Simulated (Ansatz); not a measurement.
Predict the output of the script below (the Ansatz DFT code, driven from Python).

`md_ch3clssi.py`
```python
"""A short Born-Oppenheimer trajectory of CH3ClSSi."""

import ansatz as az
from ase import Atoms
import numpy as np

BASIS_SET = "def2-SVP"
FUNCTIONAL = "pbe0"
VDW = "d4"
N_STEPS = 30
TEMPERATURE_K = 200

atoms = Atoms(["Cl", "Si", "C", "S", "H", "H", "H"], positions=[
    [1.1002, -1.7426, -1.4578],
    [-0.2606, -0.8388, -0.1776],
    [-0.1414, 0.9462, 0.0354],
    [1.0117, 0.3491, 1.2368],
    [-1.0462, -1.7612, 0.6601],
    [0.3605, 1.5144, -0.7583],
    [-0.963, 1.4649, 0.4156],
])
geometry = az.Crystal.molecule_from_ase(atoms)

job = (
    geometry.calculation()
    .basis(gaussian=BASIS_SET)
    .functional(FUNCTIONAL, dispersion=VDW)
)
symbols = [site.symbol for site in geometry.cartesian_sites]
start = np.array([site.position_ang for site in geometry.cartesian_sites], dtype=float)
data = job.relax(force_tolerance=0.02).run(threads=1).report
end = np.array(data["positions_ang"])
minimum = az.Crystal.molecule()
for symbol, place in zip(symbols, end):
    minimum = minimum.atom(symbol, place.tolist())

# dynamics from the relaxed geometry
job = minimum.calculation()
job = job.basis(gaussian=BASIS_SET)
job = job.functional(FUNCTIONAL, dispersion=VDW).md("nvt_langevin", timestep=0.5, steps=N_STEPS, temperature=TEMPERATURE_K, initial_velocities="maxwell_boltzmann", seed=32, friction=0.01)
frames = []
res = job.session().plan().execute(on_event=lambda e: frames.append(e["data"]) if e["event"] == "md_step" else None)
print("t (fs)   E_pot (eV)      E_kin (eV)   T (K)   d(0-1) (A)")
for f in frames[::1]:
    xyz = np.array(f["positions_ang"])
    print(f"{f['time_fs']:6.2f} {f['lagrangian_ev']:14.5f} {f['e_kin_ev']:10.5f} {f['temperature_k']:8.1f} {np.linalg.norm(xyz[0] - xyz[1]):9.4f}")
print("mean temperature", round(float(np.mean([f["temperature_k"] for f in frames])), 1), "K")
```

```console
$ python md_ch3clssi.py
t (fs)   E_pot (eV)      E_kin (eV)   T (K)   d(0-1) (A)
  0.00   -32299.91683    0.15511    171.4    2.0540
  0.50   -32299.91377    0.16161    178.6    2.0530
  1.00   -32299.90514    0.16198    179.0    2.0519
  1.50   -32299.89324    0.14654    162.0    2.0508
  2.00   -32299.88154    0.12956    143.2    2.0498
  2.50   -32299.87256    0.11336    125.3    2.0489
  3.00   -32299.86796    0.11501    127.1    2.0481
  3.50   -32299.86788    0.10337    114.2    2.0474
  4.00   -32299.87100    0.10290    113.7    2.0469
  4.50   -32299.87452    0.11102    122.7    2.0465
  5.00   -32299.87566    0.09883    109.2    2.0463
  5.50   -32299.87349    0.10542    116.5    2.0460
  6.00   -32299.86744    0.09467    104.6    2.0457
  6.50   -32299.85862    0.07962     88.0    2.0453
  7.00   -32299.84903    0.07120     78.7    2.0451
  7.50   -32299.84030    0.06222     68.8    2.0450
  8.00   -32299.83443    0.05192     57.4    2.0448
  8.50   -32299.83200    0.04781     52.8    2.0445
  9.00   -32299.83266    0.04329     47.8    2.0444
  9.50   -32299.83650    0.04250     47.0    2.0443
 10.00   -32299.84221    0.04719     52.2    2.0443
 10.50   -32299.84809    0.04677     51.7    2.0445
 11.00   -32299.85222    0.04961     54.8    2.0446
 11.50   -32299.85393    0.05323     58.8    2.0448
 12.00   -32299.85320    0.05914     65.4    2.0449
 12.50   -32299.85050    0.05695     62.9    2.0452
 13.00   -32299.84813    0.05375     59.4    2.0455
 13.50   -32299.84820    0.05115     56.5    2.0460
 14.00   -32299.85247    0.05660     62.5    2.0465
 14.50   -32299.85965    0.05943     65.7    2.0469
 15.00   -32299.86660    0.05966     65.9    2.0472
mean temperature 92.4 K
```

The settings weren't tested for convergence. The trajectory is only some femtoseconds long, so its temperature is not equilibrated; where the script doesn't relax first, it starts from a rough generated geometry. The printed temperature counts all 3N degrees of freedom under Langevin dynamics, so the first row lies under the target. Wall time of the script: 2.1 min on 1 thread of Arm Neoverse V1 (shared host), peak memory 0.24 GiB.
